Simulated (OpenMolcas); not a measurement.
# Ru³⁺ among point charges: CASSCF and CASPT2 levels and susceptibility

How does a field of 6 point charges split the states of Ru³⁺, and what χT follows?

The numbers are computed with OpenMolcas 26.06 (state-averaged CASSCF and CASPT2, spin-orbit coupling by RASSI with atomic mean-field integrals), except any that are marked as measured or tabulated.

### 1 The system

| Quantity | Value |
| --- | --- |
| Species | Ru³⁺ (ruthenium, Z = 44, 41 electrons) |
| Basis | ANO-RCC-VDZP [6s5p3d1f], 43 functions |
| Scalar Hamiltonian | DKH2, point nucleus |
| Inactive shells | 1s 2s 2p 3s 3p 3d 4s 4p |
| Active space | 5 electrons in 5 orbitals (4d) |
| Some configurations of this space | 4d5 |
| Orbitals | optimised for each spin and parity, averaged over all roots |

The outer shells:

4d5
```
4d [↑ ][↑ ][↑ ][↑ ][↑ ]
```

The ion sits among 6 point charges of -1.7 e arranged as an octahedron (Oh), 2.01 Å from the ion.

The work runs as a chain of OpenMolcas steps in one folder; each step below is one input file. Labels, J, g values, rates, χT and fits are worked out afterwards by a script from the matrices that RASSI stores. The input lists half of the charges; inversion (Group=XYZ) makes the rest.

### 2 One- and two-electron integrals

a.inp reads:

```
&GATEWAY
Coord
1

Ru 0.0 0.0 0.0
Basis=ANO-RCC-VDZP
Group=XYZ
NoMove
AngMom=0.0 0.0 0.0
AMFI
XField
3 Angstrom 0
2.010000 0.000000 0.000000 -1.700000
0.000000 2.010000 0.000000 -1.700000
0.000000 0.000000 2.010000 -1.700000
&SEWARD
```

Run with:

```sh
$ OMP_NUM_THREADS=1 MOLCAS_MEM=1689 MOLCAS_PROJECT=a pymolcas a.inp > a.log
```

### 3 CASSCF: sextets of even parity, 1 root

a.inp reads:

```
&RASSCF
FileOrb=start.orb
Symmetry=1
Spin=6
nActEl=5 0 0
Inactive=9 9
Ras2=5 0
CIRoot=1 1 1
SDav=1
CIMx=300
Iter=120 100
PrWF=0.3
OrbListing=Nothing
MaxOrb=0
>>> COPY $Project.JobIph JOB001
```

start.orb holds the contracted functions of the basis, ordered by shell, or the orbitals of the step before.

### 4 CASSCF: quartets of even parity, 24 roots

a.inp reads:

```
&RASSCF
FileOrb=start.orb
Symmetry=1
Spin=4
nActEl=5 0 0
Inactive=9 9
Ras2=5 0
CIRoot=24 24 1
SDav=24
CIMx=300
Iter=120 100
PrWF=0.3
OrbListing=Nothing
MaxOrb=0
>>> COPY $Project.JobIph JOB002
```

### 5 Reference wave functions, doublets of even parity, 75 roots

a.inp reads:

```
&RASSCF
FileOrb=start.orb
Symmetry=1
Spin=2
nActEl=5 0 0
Inactive=9 9
Ras2=5 0
CIRoot=75 75 1
SDav=75
CIMx=300
Iter=120 100
PrWF=0.3
OrbListing=Nothing
MaxOrb=0
>>> COPY $Project.JobIph JOB003
```

### 6 RASSI: spin-orbit coupling between the states

a.inp reads:

```
&RASSI
NrOfJobIphs=3 1 24 75
1
1 2 3 4 5 6 7 8 9 10 11 12 13 14 15 16 17 18 19 20 21 22 23 24
1 2 3 4 5 6 7 8 9 10 11 12 13 14 15 16 17 18 19 20 21 22 23 24 25 26 27
28 29 30 31 32 33 34 35 36 37 38 39 40 41 42 43 44 45 46 47 48 49 50 51
52 53 54 55 56 57 58 59 60 61 62 63 64 65 66 67 68 69 70 71 72 73 74 75
IphNames
JOB001
JOB002
JOB003
EJob
SpinOrbit
DIPRint=1.0
SOCoupling=1000.0
Subsets=2
Property=9
'ANGMOM' 1 'ANGMOM' 2 'ANGMOM' 3 'MLTPL  1' 1 'MLTPL  1' 2 'MLTPL  1' 3
'AMFI' 1 'AMFI' 2 'AMFI' 3
SOProperty=3
'ANGMOM' 1 'ANGMOM' 2 'ANGMOM' 3
```

### 7 CASPT2: IPEA 0.25, imaginary shift 0.1 (closed shells correlated: 4s 4p)

a.inp reads:

```
>>> COPY JOB001 $Project.JobIph
&CASPT2
Multistate=1 1
Frozen=8 6
IPEA=0.25
Imaginary=0.1
MaxIter=60
WThr=0.0 0.3 0.05
PrWF=0.5
NoMix
>>> COPY JOB002 $Project.JobIph
&CASPT2
Multistate=24 1 2 3 4 5 6 7 8 9 10 11 12 13 14 15 16 17 18 19 20 21 22
23 24
NoMult
Frozen=8 6
IPEA=0.25
Imaginary=0.1
MaxIter=60
WThr=0.0 0.3 0.05
PrWF=0.5
NoMix
>>> COPY JOB003 $Project.JobIph
&CASPT2
Multistate=75 1 2 3 4 5 6 7 8 9 10 11 12 13 14 15 16 17 18 19 20 21 22
23 24 25 26 27 28 29 30 31 32 33 34 35 36 37 38 39 40 41 42 43 44 45 46
47 48 49 50 51 52 53 54 55 56 57 58 59 60 61 62 63 64 65 66 67 68 69 70
71 72 73 74 75
NoMult
Frozen=8 6
IPEA=0.25
Imaginary=0.1
MaxIter=60
WThr=0.0 0.3 0.05
PrWF=0.5
NoMix
```

(Steps that only read results are left out.)

**Question.** What will these runs give? Wanted: spin-free ground state; lowest level; next level.

**Answer**, as computed:

| quantity | value |
| --- | --- |
| method | SS-CASPT2, IPEA 0.25, imaginary shift 0.1 (closed shells correlated: 4s 4p) |
| spin-free ground state | 6A1, 1-fold in its orbital part |
| lowest level | 2-fold Γ7, g = 3.33, 3.33, 3.33 |
| next level | 0.6 cm⁻¹ |
| χT at 300 K | 4.37 cm³ K/mol |
| effective moment at 300 K | 5.91 μB |

Cost by method:

| method | time of its own steps | time with the reference |
| --- | --- | --- |
| A. CASSCF | 26 s | 26 s |
| B. SS-CASPT2, IPEA 0.25, imaginary shift 0.1, +4s 4p | 7.4 s | 33 s |

Times are of one thread on a shared host.

In words: The spin-free ground state (6A1) comes to 100 % from free-ion S terms and keeps the highest spin of the shell. χT at 300 K is 4.37, against 4.39 cm³ K/mol for the spin alone, as a half-filled shell (L = 0) has no orbital moment. An active space of the d shell alone favours high spin; real ions in strong fields can be low spin. A ligand-field fit to the states below 45000 cm-1 gives 10Dq = 8249 cm-1, B = 742 cm-1 and C = 3414 cm-1 (C/B = 4.60), with a deviation of 460 cm-1. CASPT2 does not keep the components of a term degenerate, and the means are used. The field of point charges can differ much from that of real complexes. With metal d orbitals alone active, the gaps between spin states are rough; where two lie within a few thousand cm-1, their order is open. This is an electrostatic model: the charges have no orbitals.
